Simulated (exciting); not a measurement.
# LiMg (P4/mmm) in exciting: reference runs

How does LiMg come out in PBEsol? The cell is run as given.

Everything below comes from runs of exciting (release sodium). Logs are shortened: lines on timing, memory, paths and dates and some standing lists are left out, and cuts for length are marked.

## Step 1: Starting point

It takes space group P4/mmm (No. 123, tetragonal). Conventional cell: a = 3.378 Å, b = 3.378 Å, c = 3.553 Å, α = 90.00°, β = 90.00°, γ = 90.00°. Mg (site symmetry 4/mmm) has 8 Li at 2.98 Å and 4 Mg at 3.38 Å as nearest neighbours. Li (site symmetry 4/mmm) has 8 Mg at 2.98 Å and 4 Li at 3.38 Å as nearest neighbours.

The cell comes from a database or a generator and needn't be the stable form of this composition.

## Step 2: Single point, PBEsol

Input file input.xml:

```xml
<input>
  <title>LiMg</title>
  <structure speciespath="./" tshift="false">
    <crystal scale="1">
      <basevect>6.383844448319 0.000000000000 0.000000000000</basevect>
      <basevect>0.000000000000 6.383844448319 0.000000000000</basevect>
      <basevect>0.000000000000 0.000000000000 6.713459927607</basevect>
    </crystal>
    <species speciesfile="Mg.xml" rmt="2">
      <atom coord="0.500000000000 0.500000000000 0.500000000000"/>
    </species>
    <species speciesfile="Li.xml" rmt="1.7">
      <atom coord="0.000000000000 0.000000000000 0.000000000000"/>
    </species>
  </structure>
  <groundstate do="fromscratch" ngridk="8 8 8" rgkmax="7" gmaxvr="14" lmaxapw="10" lmaxmat="10" lmaxvr="8" xctype="GGA_PBE_SOL" stype="Fermi Dirac" swidth="0.00183747" nempty="10" ValenceRelativity="zora" epsengy="1e-05" epspot="1e-05" maxscl="60" tforce="true" outputlevel="normal"/>
  <properties>
    <chargedensityplot>
      <plot3d>
        <box grid="17 17 18">
          <origin coord="0 0 0"/>
          <point coord="1 0 0"/>
          <point coord="0 1 0"/>
          <point coord="0 0 1"/>
        </box>
      </plot3d>
    </chargedensityplot>
    <elfplot>
      <plot3d>
        <box grid="17 17 18">
          <origin coord="0 0 0"/>
          <point coord="1 0 0"/>
          <point coord="0 1 0"/>
          <point coord="0 0 1"/>
        </box>
      </plot3d>
    </elfplot>
    <exccplot>
      <plot3d>
        <box grid="17 17 18">
          <origin coord="0 0 0"/>
          <point coord="1 0 0"/>
          <point coord="0 1 0"/>
          <point coord="0 0 1"/>
        </box>
      </plot3d>
    </exccplot>
  </properties>
</input>
```

Potentials or basis: all-electron LAPW+lo, shipped species files, valence relativity zora.

On the command line:

```console
OMP_NUM_THREADS=1 exciting_smp
```

INFO.OUT:

```text
================================================================================
EXCITING SODIUM started
[... 10 lines left out ...]

 Lattice vectors (cartesian) :
      6.3838444483      0.0000000000      0.0000000000
      0.0000000000      6.3838444483      0.0000000000
      0.0000000000      0.0000000000      6.7134599276

 Reciprocal lattice vectors (cartesian) :
      0.9842322065      0.0000000000      0.0000000000
      0.0000000000      0.9842322065      0.0000000000
      0.0000000000      0.0000000000      0.9359086633

 Unit cell volume                           :     273.5967873554
 Brillouin zone volume                      :       0.9066269229

 Species :    1 (Mg)
     parameters loaded from                 :    Mg.xml
     name                                   :    magnesium
     nuclear charge                         :     -12.00000000
     electronic charge                      :      12.00000000
     atomic mass                            :   44305.30463000
     muffin-tin radius                      :       2.00000000
     # of radial points in muffin-tin       :     300

     atomic positions (lattice) :
       1 :   0.50000000  0.50000000  0.50000000

 Species :    2 (Li)
     parameters loaded from                 :    Li.xml
     name                                   :    lithium
     nuclear charge                         :      -3.00000000
     electronic charge                      :       3.00000000
     atomic mass                            :   12652.66897000
     muffin-tin radius                      :       1.70000000
     # of radial points in muffin-tin       :     250

     atomic positions (lattice) :
       1 :   0.00000000  0.00000000  0.00000000

 Total number of atoms per unit cell        :       2

 Spin treatment                             :    spin-unpolarised

 Number of Bravais lattice symmetries       :      16
 Number of crystal symmetries               :      16

 k-point grid                               :       8    8    8
 Total number of k-points                   :      75
 k-point set is reduced with crystal symmetries

 R^MT_min * |G+k|_max (rgkmax)              :       7.00000000
 Species with R^MT_min                      :       2 (Li)
 Maximum |G+k| for APW functions            :       4.11764706
 Maximum |G| for potential and density      :      14.00000000

 G-vector grid sizes                        :      30    30    30
 Total number of G-vectors                  :   12613

 Maximum angular momentum used for
     APW functions                          :      10
     computing H and O matrix elements      :      10
     potential and density                  :       8
     inner part of muffin-tin               :       2

 Total nuclear charge                       :     -15.00000000
 Total electronic charge                    :      15.00000000
 Total core charge                          :       2.00000000
 Total valence charge                       :      13.00000000

 Number of empty states                     :      10
 Total number of valence states             :      17

 Maximum Hamiltonian size                   :     346
 Maximum number of plane-waves              :     336
 Total number of local-orbitals             :      10

 Exchange-correlation type                  :      22
[... 23 lines left out ...]
+ SCF iteration number :    1                                                  +
++++++++++++++++++++++++++++++++++++++++++++++++++++++++++++++++++++++++++++++++
 Total energy                               :      -206.88007698
 _______________________________________________________________
 Fermi energy                               :         0.07970231
 Kinetic energy                             :       207.87624966
 Coulomb energy                             :      -396.96898533
 Exchange energy                            :       -17.17344164
 Correlation energy                         :        -0.61389967
[... 415 lines left out ...]
 RMS change in effective potential (target) :  0.261421E-07  ( 0.100000E-04)
 Absolute change in total energy   (target) :  0.242374E-06  ( 0.100000E-04)
 Charge distance                   (target) :  0.186792E-08  ( 0.100000E-04)
 Abs. change in max-nonIBS-force   (target) :   0.00000      ( 0.500000E-04)

++++++++++++++++++++++++++++++++++++++++++++++++++++++++++++++++++++++++++++++++
| Convergency criteria checked for the last 2 iterations                       +
| Convergence targets achieved. Performing final SCF iteration                 +
++++++++++++++++++++++++++++++++++++++++++++++++++++++++++++++++++++++++++++++++
 Total energy                               :      -207.37073365
 _______________________________________________________________
 Fermi energy                               :         0.07893755
 Kinetic energy                             :       207.46590137
 Coulomb energy                             :      -397.03905724
 Exchange energy                            :       -17.18359258
 Correlation energy                         :        -0.61398521

 DOS at Fermi energy (states/Ha/cell)       :        27.55956441

 Electron charges :
     core                                   :         2.00000000
     core leakage                           :         0.00000000
     valence                                :        13.00000000
     interstitial                           :         2.60554946
     charge in muffin-tin spheres :
                  atom     1    Mg          :        10.28835859
                  atom     2    Li          :         2.10609196
     total charge in muffin-tins            :        12.39445054
     total charge                           :        15.00000000

++++++++++++++++++++++++++++++++++++++++++++++++++++++++++++++++++++++++++++++++
+ Self-consistent loop stopped                                                 +
++++++++++++++++++++++++++++++++++++++++++++++++++++++++++++++++++++++++++++++++
 STATE.OUT is written

--------------------------------------------------------------------------------
- Writing atomic positions and forces                                          -
--------------------------------------------------------------------------------

 Atomic positions (lattice) :
 atom     1  Mg  :     0.50000000    0.50000000    0.50000000
 atom     2  Li  :     0.00000000    0.00000000    0.00000000

 Total atomic forces including IBS (cartesian) :
 atom     1  Mg  :     0.00000000    0.00000000    0.00000000
 atom     2  Li  :     0.00000000    0.00000000    0.00000000

 Atomic force components including IBS (cartesian) :
 atom     1  Mg  :     0.00000000   -0.00000000    0.00000000   HF force
                 :     0.00000000    0.00000000    0.00000000   core correction
                 :     0.00000000    0.00000000    0.00000000   IBS correction
 atom     2  Li  :    -0.00000000    0.00000000    0.00000000   HF force
                 :    -0.00000000    0.00000000    0.00000000   core correction
                 :     0.00000000   -0.00000000    0.00000000   IBS correction

********************************************************************************
[... 7 lines left out ...]
| EXCITING SODIUM stopped                                                      =
================================================================================
```

stdout:

```text
Info(rhoplot):
 3D density plot written to RHO3D.xml

Info(potplot):
 3D Coulomb potential plot written to VCL3D.xml
 3D exchange-correlation potential plot written to VXC3D.xml

Info(elfplot): 3D ELF plot written to ELF3D.xml
```

LINENGY.OUT:

```text
Species :    1 (Mg), atom :    1
 APW functions :
  l =  0, order =  1 :   0.3500000000
  l =  1, order =  1 :   0.7500000000
  l =  2, order =  1 :   0.1500000000
  l =  2, order =  2 :   0.1500000000
  l =  3, order =  1 :   0.1500000000
  l =  3, order =  2 :   0.1500000000
[... 12 lines left out ...]
  l = 10, order =  1 :   0.1500000000
  l = 10, order =  2 :   0.1500000000
 local-orbital functions :
  l.o. =  1, l =  0, order =  1 :   0.3500000000
  l.o. =  1, l =  0, order =  2 :   0.3500000000
  l.o. =  2, l =  1, order =  1 :   0.7500000000
  l.o. =  2, l =  1, order =  2 :   0.7500000000
  l.o. =  3, l =  0, order =  1 :   0.3500000000
  l.o. =  3, l =  0, order =  2 :   0.3500000000
  l.o. =  3, l =  0, order =  3 :   -2.695150000
  l.o. =  4, l =  1, order =  1 :   0.7500000000
  l.o. =  4, l =  1, order =  2 :   0.7500000000
  l.o. =  4, l =  1, order =  3 :   -1.479000000

Species :    2 (Li), atom :    1
 APW functions :
  l =  0, order =  1 :   0.9800000000
  l =  1, order =  1 :   0.1500000000
  l =  1, order =  2 :   0.1500000000
  l =  2, order =  1 :   0.1500000000
  l =  2, order =  2 :   0.1500000000
  l =  3, order =  1 :   0.1500000000
[... 13 lines left out ...]
  l = 10, order =  1 :   0.1500000000
  l = 10, order =  2 :   0.1500000000
 local-orbital functions :
  l.o. =  1, l =  0, order =  1 :   0.9800000000
  l.o. =  1, l =  0, order =  2 :   0.9800000000
  l.o. =  2, l =  0, order =  1 :   0.9800000000
  l.o. =  2, l =  0, order =  2 :   0.9800000000
  l.o. =  2, l =  0, order =  3 :   -1.585900000
```

It took 2.7 min on 1 thread of Arm Neoverse V1, shared host; peak memory 0.13 GiB.

Results:

| Item | Value |
| --- | --- |
| Free energy | -5642.8533 eV |
| Band gap on the k mesh | none (metal or under the smearing width) |
| All electrons inside the program's atomic spheres | Mg 10.29; Li 2.11 (radii Mg 2.0, Li 1.7 bohr) |

Caveat: the log's total energy holds no entropy term; the free energy is that total less TS from the occupations.
